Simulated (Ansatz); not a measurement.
# BFGeH6OSi: up Jacob's ladder to CCSD(T)

How much do the methods differ for BFGeH6OSi? The plan is to run it at one geometry with functionals of several rungs and with coupled cluster, and see how far each lands from CCSD(T) at the basis-set limit for the atomisation energy.

Method: functionals in def2-TZVPP, the program's frozen cores in correlated methods; program: Ansatz 0.2.0, Gaussian basis.

Levels to be run: PBE-D4, r2SCAN-D4, PBE0-D4, B3LYP-D4, ωB97X-V, ωB97M-V, B2PLYP; CCSD(T)/def2-TZVPP; MP2/def2-QZVPP; extrapolation to the limit.

## Step 1: Structure used throughout

An earlier PBE0-D4 in a triple-zeta def2 set relaxation fixed the geometry.

SMILES `O[B](F)[GeH2][SiH3]`, 11 atoms, charge 0, spin multiplicity 1.

Atoms are counted from 1 here; the program's logs count them from 0.

Bond lengths: O1–B2 1.348 Å, O1–H6 0.959 Å, B2–F3 1.327 Å, B2–Ge4 2.082 Å, Ge4–Si5 2.380 Å, Ge4–H7 1.539 Å, Ge4–H8 1.545 Å, Si5–H9 1.487 Å, Si5–H10 1.486 Å, Si5–H11 1.487 Å. Angles: B2–O1–H6 113.8°, O1–B2–F3 116.1°, O1–B2–Ge4 125.0°, F3–B2–Ge4 118.9°, B2–Ge4–Si5 111.5°, B2–Ge4–H7 110.4°, B2–Ge4–H8 109.7°, Si5–Ge4–H7 109.0°, Si5–Ge4–H8 108.8°, H7–Ge4–H8 107.4°, Ge4–Si5–H9 109.7°, Ge4–Si5–H10 109.8°, Ge4–Si5–H11 110.6°, H9–Si5–H10 108.8°, H9–Si5–H11 108.8°, H10–Si5–H11 109.1°.

## Step 2: PBE-D4 (GGA)

File in.yaml:

```yaml
crystal:
  periodic: [false, false, false]
  atoms:
    - {symbol: O, position_ang: [0.878140, -0.165061, 2.664445]}
    - {symbol: B, position_ang: [1.100369, -0.434551, 1.362545]}
    - {symbol: F, position_ang: [2.370153, -0.446348, 0.977963]}
    - {symbol: Ge, position_ang: [-0.383844, -0.786135, -0.054007]}
    - {symbol: Si, position_ang: [-0.477264, 0.957394, -1.671387]}
    - {symbol: H, position_ang: [-0.049384, -0.174291, 2.909541]}
    - {symbol: H, position_ang: [-0.131920, -2.123342, -0.772746]}
    - {symbol: H, position_ang: [-1.757227, -0.889749, 0.645324]}
    - {symbol: H, position_ang: [-0.772220, 2.250504, -0.998172]}
    - {symbol: H, position_ang: [0.829839, 1.068338, -2.369699]}
    - {symbol: H, position_ang: [-1.541443, 0.686240, -2.673305]}
basis:
  gaussian: {orbitals: def2-TZVPP}
hamiltonian: {xc: pbe, dispersion: d4}
output: {forces: true, orbitals: {seedname: orbitals}}
```

The run is started by

```sh
> ansatz run in.yaml --threads 4 --pin off --events-out ev --progress --plain --max-ram 10444MiB
```

Standard output:

```text
Functional definition: PBE
  name "PBE"
  cite "Perdew, Burke & Ernzerhof, Phys. Rev. Lett. 77, 3865 (1996) doi:10.1103/PhysRevLett.77.3865"
  parent pbe
  parameter kappa = 0.804
  parameter beta = 0.06672455060314922
  exchange = pbe_x(kappa = kappa, mu = beta*pi^2/3)
  correlation = pbe_c(beta = beta)
1476 factors; their error is unknown
mean field evaluation 1: about -69913.7011 eV, gradient 6.7e1 eV
mean field evaluation 2: about -69887.0706 eV, gradient 1.4e2 eV
mean field evaluation 4: about -69920.4982 eV, gradient 1.2e1 eV
mean field evaluation 8: about -69920.6784 eV, gradient 2.5e-1 eV
mean field evaluation 16: about -69920.6477 eV, gradient 2.8e-4 eV
mean field -69920.64766138 eV, -2569.5364076386 hartree, gradient 3.5e-5 eV, S^2 0.000000; 0 other end points of the search recorded, 0 dependent functions left out
the calculation of the forces begins
reference -69920.64771232 eV, -2569.5364095107 hartree; 37, 37 occupied and 230, 230 virtual orbitals, 1476 factors
Total energy: -69920.87413277 eV, -2569.5447303087 hartree
Atom 0 at     0.878140    -0.165061     2.664445 Å, force     0.334112     0.121714     0.436867 eV/Å
Atom 1 at     1.100369    -0.434551     1.362545 Å, force    -0.383139    -0.094085    -0.299022 eV/Å
Atom 2 at     2.370153    -0.446348     0.977963 Å, force     0.574939    -0.006610    -0.187385 eV/Å
Atom 3 at    -0.383844    -0.786135    -0.054007 Å, force     0.055289     0.062895     0.033456 eV/Å
Atom 4 at    -0.477264     0.957394    -1.671387 Å, force    -0.008193    -0.062875     0.045111 eV/Å
Atom 5 at    -0.049384    -0.174291     2.909541 Å, force    -0.447268    -0.005144     0.114736 eV/Å
Atom 6 at    -0.131920    -2.123342    -0.772746 Å, force     0.016205    -0.133009    -0.078634 eV/Å
Atom 7 at    -1.757227    -0.889749     0.645324 Å, force    -0.138210    -0.015413     0.057023 eV/Å
Atom 8 at    -0.772220     2.250504    -0.998172 Å, force    -0.027792     0.131430     0.062364 eV/Å
Atom 9 at     0.829839     1.068338    -2.369699 Å, force     0.130645     0.016261    -0.074080 eV/Å
Atom 10 at    -1.541443     0.686240    -2.673305 Å, force    -0.106589    -0.015163    -0.110435 eV/Å
Dipole moment:    -0.372958     0.005063     0.115585 e Å
```

Wall time 2.4 s (4 threads of AMD EPYC 7B13, shared host); peak memory 0.39 GiB.

Atomisation energy: 39.008 eV (free atoms -69881.867 eV, run apart). HOMO -6.89 eV, LUMO -1.54 eV.

## Step 3: r2SCAN-D4 (meta-GGA)

in.yaml: that of step 2 with these lines changed.

```diff
@@ -16,3 +16,3 @@
   gaussian: {orbitals: def2-TZVPP}
-hamiltonian: {xc: pbe, dispersion: d4}
+hamiltonian: {xc: r2scan, dispersion: d4}
 output: {forces: true, orbitals: {seedname: orbitals}}
```

The command is unchanged.

Standard output:

```text
Functional definition: r2SCAN
  name "r2SCAN"
  cite "Furness, Kaplan, Ning, Perdew & Sun, J. Phys. Chem. Lett. 11, 8208 (2020) doi:10.1021/acs.jpclett.0c02405"
  cite "Furness, Kaplan, Ning, Perdew & Sun, J. Phys. Chem. Lett. 11, 9248 (2020) doi:10.1021/acs.jpclett.0c03077"
  parent r2scan
  parameter k0 = 0.174
  parameter k1 = 0.065
  parameter a1 = 4.9479
  exchange = r2scan_x(k0 = k0, k1 = k1, a1 = a1)
  correlation = r2scan_c
1476 factors; their error is unknown
mean field evaluation 1: about -69930.3105 eV, gradient 6.1e1 eV
mean field evaluation 2: about -69915.0942 eV, gradient 1.1e2 eV
mean field evaluation 4: about -69935.8583 eV, gradient 7.6e0 eV
mean field evaluation 8: about -69935.9428 eV, gradient 1.8e-1 eV
mean field evaluation 16: about -69935.9116 eV, gradient 4.4e-4 eV
mean field -69935.91157795 eV, -2570.0973462261 hartree, gradient 3.2e-5 eV, S^2 0.000000; 0 other end points of the search recorded, 0 dependent functions left out
the calculation of the forces begins
reference -69935.91159320 eV, -2570.0973467868 hartree; 37, 37 occupied and 230, 230 virtual orbitals, 1476 factors
Total energy: -69935.96777533 eV, -2570.0994114418 hartree
Atom 0 at     0.878140    -0.165061     2.664445 Å, force    -0.001935     0.048308     0.196817 eV/Å
Atom 1 at     1.100369    -0.434551     1.362545 Å, force    -0.159275    -0.062283    -0.179448 eV/Å
Atom 2 at     2.370153    -0.446348     0.977963 Å, force     0.156837     0.001229    -0.048072 eV/Å
Atom 3 at    -0.383844    -0.786135    -0.054007 Å, force    -0.000466    -0.003733     0.018149 eV/Å
Atom 4 at    -0.477264     0.957394    -1.671387 Å, force    -0.008051    -0.024905     0.008899 eV/Å
Atom 5 at    -0.049384    -0.174291     2.909541 Å, force    -0.027047    -0.000511     0.006565 eV/Å
Atom 6 at    -0.131920    -2.123342    -0.772746 Å, force    -0.015324     0.052830     0.023911 eV/Å
Atom 7 at    -1.757227    -0.889749     0.645324 Å, force     0.052637    -0.003387    -0.033629 eV/Å
Atom 8 at    -0.772220     2.250504    -0.998172 Å, force     0.007418    -0.024913    -0.017174 eV/Å
Atom 9 at     0.829839     1.068338    -2.369699 Å, force    -0.026902     0.001744     0.011353 eV/Å
Atom 10 at    -1.541443     0.686240    -2.673305 Å, force     0.022107     0.015622     0.012632 eV/Å
Dipole moment:    -0.387298     0.008742     0.105062 e Å
```

It took 4.1 s on 4 threads of AMD EPYC 7B13, shared host; peak memory 0.42 GiB.

With the free atoms at this level, -69896.994 eV in sum, the atomisation energy is 38.973 eV. HOMO -7.16 eV, LUMO -1.29 eV.

## Step 4: PBE0-D4 (hybrid)

in.yaml: that of step 3 with these lines changed.

```diff
@@ -16,3 +16,3 @@
   gaussian: {orbitals: def2-TZVPP}
-hamiltonian: {xc: r2scan, dispersion: d4}
-output: {forces: true, orbitals: {seedname: orbitals}}
+hamiltonian: {xc: pbe0, dispersion: d4}
+output: {orbitals: {seedname: orbitals}}
```

The command is unchanged.

Standard output:

```text
Functional definition: PBE0
  name "PBE0"
  cite "Adamo & Barone, J. Chem. Phys. 110, 6158 (1999) doi:10.1063/1.478522"
  cite "Perdew, Burke & Ernzerhof, Phys. Rev. Lett. 77, 3865 (1996) doi:10.1103/PhysRevLett.77.3865"
  parent pbe
  parameter a = 0.25
  parameter kappa = 0.804
  parameter beta = 0.06672455060314922
  exchange = (1 - a)*pbe_x(kappa = kappa, mu = beta*pi^2/3) + a*exact_x
  correlation = pbe_c(beta = beta)
1522 factors; their error is unknown
mean field evaluation 1: about -69918.2798 eV, gradient 5.6e1 eV
mean field evaluation 2: about -69911.4929 eV, gradient 8.4e1 eV
mean field evaluation 4: about -69922.8655 eV, gradient 4.1e0 eV
mean field evaluation 8: about -69922.8861 eV, gradient 4.4e-2 eV
mean field evaluation 16: about -69923.1883 eV, gradient 2.9e-5 eV
mean field -69923.18832986 eV, -2569.6297754830 hartree, gradient 2.9e-5 eV, S^2 0.000000; 0 other end points of the search recorded, 0 dependent functions left out
reference -69923.18836765 eV, -2569.6297768720 hartree; 37, 37 occupied and 230, 230 virtual orbitals, 1522 factors
Total energy: -69923.38244198 eV, -2569.6369089720 hartree
```

Run time: 3.2 s. Hardware: 4 threads of AMD EPYC 7B13, shared host; peak memory 0.81 GiB.

Atomisation energy: 38.450 eV (free atoms -69884.933 eV, run apart). HOMO -8.06 eV, LUMO -0.67 eV.

## Step 5: B3LYP-D4 (hybrid)

B3LYP here takes the VWN-RPA correlation.

in.yaml: that of step 4 with these lines changed.

```diff
@@ -16,3 +16,3 @@
   gaussian: {orbitals: def2-TZVPP}
-hamiltonian: {xc: pbe0, dispersion: d4}
-output: {orbitals: {seedname: orbitals}}
+hamiltonian: {xc: {name: B3LYP}, dispersion: d4}
+output: {forces: true, orbitals: {seedname: orbitals}}
```

Launched as before.

Standard output:

```text
Functional definition: B3LYP
  name "B3LYP"
  cite "Stephens, Devlin, Chabalowski & Frisch, J. Phys. Chem. 98, 11623 (1994) doi:10.1021/j100096a001"
  cite "Becke, Phys. Rev. A 38, 3098 (1988) doi:10.1103/PhysRevA.38.3098"
  cite "Lee, Yang & Parr, Phys. Rev. B 37, 785 (1988) doi:10.1103/PhysRevB.37.785"
  cite "Vosko, Wilk & Nusair, Can. J. Phys. 58, 1200 (1980) doi:10.1139/p80-159"
  parameter a0 = 0.2
  parameter ax = 0.72
  parameter ac = 0.81
  exchange = (1 - a0 - ax)*slater_x + ax*b88_x + a0*exact_x
  correlation = (1 - ac)*vwn_rpa_c + ac*lyp_c
1510 factors; their error is unknown
mean field evaluation 1: about -69935.7107 eV, gradient 6.1e1 eV
mean field evaluation 2: about -69924.7851 eV, gradient 1.0e2 eV
mean field evaluation 4: about -69941.3127 eV, gradient 5.7e0 eV
mean field evaluation 8: about -69941.3549 eV, gradient 6.5e-2 eV
mean field evaluation 16: about -69941.5902 eV, gradient 1.0e-4 eV
mean field -69941.59015873 eV, -2570.3060302208 hartree, gradient 2.6e-5 eV, S^2 0.000000; 0 other end points of the search recorded, 0 dependent functions left out
the calculation of the forces begins
reference -69941.59046720 eV, -2570.3060415570 hartree; 37, 37 occupied and 230, 230 virtual orbitals, 1510 factors
Total energy: -69941.95686320 eV, -2570.3195063614 hartree
Atom 0 at     0.878140    -0.165061     2.664445 Å, force    -0.053220     0.030116     0.118979 eV/Å
Atom 1 at     1.100369    -0.434551     1.362545 Å, force    -0.082328    -0.035996    -0.024746 eV/Å
Atom 2 at     2.370153    -0.446348     0.977963 Å, force     0.213243     0.002377    -0.075220 eV/Å
Atom 3 at    -0.383844    -0.786135    -0.054007 Å, force    -0.043523    -0.064320     0.001194 eV/Å
Atom 4 at    -0.477264     0.957394    -1.671387 Å, force    -0.010604     0.133937    -0.136755 eV/Å
Atom 5 at    -0.049384    -0.174291     2.909541 Å, force    -0.015133     0.009730     0.059520 eV/Å
Atom 6 at    -0.131920    -2.123342    -0.772746 Å, force    -0.002324    -0.015917    -0.000817 eV/Å
Atom 7 at    -1.757227    -0.889749     0.645324 Å, force    -0.008914    -0.009613     0.008133 eV/Å
Atom 8 at    -0.772220     2.250504    -0.998172 Å, force     0.019336    -0.074949    -0.044382 eV/Å
Atom 9 at     0.829839     1.068338    -2.369699 Å, force    -0.082338    -0.000845     0.038238 eV/Å
Atom 10 at    -1.541443     0.686240    -2.673305 Å, force     0.065804     0.025478     0.055857 eV/Å
Dipole moment:    -0.403238     0.006413     0.091187 e Å
```

It took 5.5 s on 4 threads of AMD EPYC 7B13, shared host; peak memory 0.85 GiB.

Atomisation energy: 38.613 eV (free atoms -69903.344 eV, run apart). HOMO -7.85 eV, LUMO -0.87 eV.

## Step 6: ωB97X-V (range-separated)

in.yaml: that of step 5 with these lines changed.

```diff
@@ -16,3 +16,3 @@
   gaussian: {orbitals: def2-TZVPP}
-hamiltonian: {xc: {name: B3LYP}, dispersion: d4}
-output: {forces: true, orbitals: {seedname: orbitals}}
+hamiltonian: {xc: {name: wB97X-V}}
+output: {orbitals: {seedname: orbitals}}
```

The command is unchanged.

Standard output:

```text
Functional definition: wB97X-V
  name "wB97X-V"
  cite "Mardirossian & Head-Gordon, Phys. Chem. Chem. Phys. 16, 9904 (2014) doi:10.1039/C3CP54374A"
  cite "Becke, J. Chem. Phys. 107, 8554 (1997) doi:10.1063/1.475007"
  cite "Vydrov & Van Voorhis, J. Chem. Phys. 133, 244103 (2010) doi:10.1063/1.3521275"
  parameter omega = 0.3/bohr
  parameter cx = 0.167
  parameter cx1 = 0.603
  parameter cx2 = 1.194
  parameter css0 = 0.556
  parameter css1 = -0.257
  parameter cos0 = 1.219
  parameter cos1 = -1.850
  parameter b = 6.0
  parameter c = 0.01
  exchange = spin_sum(e_x_unif_sr(omega)*poly(b97_u_x, 1 - cx, cx1, cx2)) + cx*exact_x_sr(omega) + exact_x_lr(omega)
  correlation = spin_sum(e_c_pw_same_spin*poly(b97_u_same, css0, css1))
      + integral(e_c_pw_opposite_spin*poly(b97_u_opposite, cos0, cos1)) + vv10(b, c)
1510 factors; their error is unknown
338 factors; integrals over basis functions are off by at most 1.0e-5 eV
mean field evaluation 1: about -69926.6120 eV, gradient 5.3e1 eV
mean field evaluation 2: about -69926.2432 eV, gradient 5.9e1 eV
mean field evaluation 4: about -69931.0858 eV, gradient 1.7e0 eV
mean field evaluation 8: about -69931.0984 eV, gradient 2.5e-2 eV
mean field evaluation 16: about -69931.2895 eV, gradient 4.4e-5 eV
mean field -69931.28946837 eV, -2569.9274868321 hartree, gradient 4.4e-5 eV, S^2 0.000000; 0 other end points of the search recorded, 0 dependent functions left out
reference -69931.28946586 eV, -2569.9274867397 hartree; 37, 37 occupied and 230, 230 virtual orbitals, 1510 factors
Total energy: -69931.28946586 eV, -2569.9274867397 hartree
```

It took 7.5 s on 4 threads of AMD EPYC 7B13, shared host; peak memory 0.98 GiB.

With the free atoms at this level, -69892.319 eV in sum, the atomisation energy is 38.971 eV. HOMO -10.30 eV, LUMO 1.44 eV.

[end of part 1 of 2]
